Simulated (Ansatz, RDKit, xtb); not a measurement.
# C5H5OS+: which of the isomers drawn lies lowest?

A sample of isomers of C5H5OS+ (charge +1) is drawn. Aim: find which of them has the lowest free energy at 298.15 K, then its properties. The sample is small against all isomers, and the most stable one of this formula need not be in it.

Plan: many cheap relaxations first (GFN2-xTB), then density-functional screening, relaxation at B3LYP-D3(BJ)/def2-SVP, vibrations (at GFN2-xTB) and a final energy. The numbers are computed, not measured.

## (1) Possible bonding patterns

Isomers were taken from a list of plausible structures; this is a sample, not all of them. That gives 4 candidates.

| label | SMILES | spin |
| --- | --- | --- |
| c031 | Sc1ccc[o+]c1 | singlet |
| c388 | O=S1Cc2c[c+]2C1 | singlet |
| c572 | Oc1cc[s+]cc1 | singlet |
| c933 | C=Cc1cs[cH+]o1 | singlet |

Candidates are built by distance geometry, with a force field where one applies, in up to four conformers (letters a to d).

Q: Predict the outcome of this search (final energies at CCSD(T)/def2-SVP + MP2/def2-TZVPP - MP2/def2-SVP).

| quantity | value |
| --- | --- |
| lowest structure found | Oc1cc[s+]cc1, singlet |
| next finalist | Sc1ccc[o+]c1, singlet, 20.6 kcal/mol higher in G |
| share at equilibrium, among the finalists | 100.0 % |

`Oc1cc[s+]cc1` comes out lowest. The margin of 20.6 kcal/mol over the next finalist is beyond the usual error of the last level; it says nothing of structures that weren't ranked. GFN2-xTB, HF/STO-3G, r2SCAN-D4/def2-SVP, B3LYP-D3(BJ)/def2-SVP, HF/def2-SVP and MP2/def2-SVP already put its bonding pattern lowest among the structures in one piece. The search is not exhaustive (a finite list of starts, one conformer a finalist), so a lower isomer can't be ruled out. Only 4 drawn patterns were tried, so whole families of isomers are missing, and the result ranks this sample alone.
